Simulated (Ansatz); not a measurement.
**HBr with CO: structure and interaction energy**

The task here is to estimate one member of a computed series from the others.

Computed with Ansatz 0.2.0, Gaussian basis. Level: PBE0-D4 structure, single points in def2-TZVPPD.

Levels: PBE-D4, revPBE-D4, BLYP-D4, r2SCAN-D4, B97M-V, PBE0-D4, B3LYP-D4, HSE06-D4, wB97X-V, wB97M-V, B2PLYP, Hartree-Fock, MP2, CCSD, CCSD(T). The reference is CCSD(T) extrapolated to the basis limit. For elements past Ar these valence bases correlate outer-core shells poorly and lack relativity, so that limit is rough.

Cores are frozen in the correlated methods. Filled d shells of the heavier atoms are correlated. B3LYP uses VWN-RPA correlation. B2PLYP carries no dispersion term here.

176 further runs of the same task are left out: 176 set aside as unsound or not needed.

### The system as given

The pair, from a GFN2-xTB docking trial: 4 atoms, charge 0, spin multiplicity 1.

Atoms are counted from 1 here; the program's logs count them from 0.

Bond lengths: Br1–H2 1.429 Å, C3–O4 1.128 Å.

Geometry (Å):

```
Br    0.13420   -0.27830   -2.10830
H     0.01490    0.27580   -0.79690
C    -0.08750    0.41030    1.06490
O    -0.06160   -0.40780    1.84040
```

Atoms 1 to 2 are fragment A (HBr), the rest fragment B (CO).

Set-up of the first run:

The input, pre/in.yaml:

```yaml
crystal:
  periodic: [false, false, false]
  atoms:
    - {symbol: Br, position_ang: [0.134200, -0.278300, -2.108300]}
    - {symbol: H, position_ang: [0.014900, 0.275800, -0.796900]}
    - {symbol: C, position_ang: [-0.087500, 0.410300, 1.064900]}
    - {symbol: O, position_ang: [-0.061600, -0.407800, 1.840400]}
basis:
  gaussian: {orbitals: def2-SVP}
hamiltonian: {xc: pbe, dispersion: d4}
relax: {f_tol: 0.03, max_steps: 250}
```

Started as:

```console
$ ansatz run in.yaml --threads 2 --pin off --events-out ev --progress --plain --max-ram 5222MiB
```

Steps of the session up to this table: A first relaxation in a small basis; Relaxation at PBE0-D4; PBE-D4/def2-TZVPPD; r2SCAN-D4/def2-TZVPPD; PBE0-D4/def2-TZVPPD; B3LYP-D4/def2-TZVPPD; wB97X-V/def2-TZVPPD; wB97M-V/def2-TZVPPD; B2PLYP/def2-TZVPPD; BLYP-D4/def2-TZVPPD; revPBE-D4/def2-TZVPPD; B97M-V/def2-TZVPPD; HSE06-D4/def2-TZVPPD; CCSD(T)/def2-TZVPPD; MP2/def2-QZVPPD; Vibrations of the pair.

One of the session's tables, all rows but one given; the rest of the session is left out.

```
      method  interaction (kJ/mol)
      PBE-D4                 -9.98
   revPBE-D4                 -7.71
     BLYP-D4                 -7.34
   r2SCAN-D4                 -6.68
      B97M-V                     ?
     PBE0-D4                 -8.53
    B3LYP-D4                 -7.22
    HSE06-D4                 -8.62
     wB97X-V                 -6.48
     wB97M-V                 -6.00
      B2PLYP                 -5.49
Hartree-Fock                  1.59
         MP2                 -7.55
        CCSD                 -4.41
     CCSD(T)                 -5.72
 CCSD(T)/CBS                 -6.96
```

Q: Estimate the row for B97M-V from the others.

The run gave: interaction (kJ/mol): -7.23. In the column «interaction (kJ/mol)» it lies between BLYP-D4 (-7.34) and B3LYP-D4 (-7.22).

Among the levels timed on like hardware and quicker than the yardstick, those that no quicker one beats, quickest first: revPBE-D4 (3.4 s, -0.75 kJ/mol); BLYP-D4 (3.9 s, -0.38 kJ/mol); B3LYP-D4 (4.8 s, -0.27 kJ/mol).

For cost: B3LYP-D4 gets within 0.27 kJ/mol in 4.8 s, where CCSD(T)/CBS took 62 s; the quickest level in the cost chart, revPBE-D4, takes 3.4 s and misses by 0.75 kJ/mol.

Limits of these values: A lower arrangement may exist.
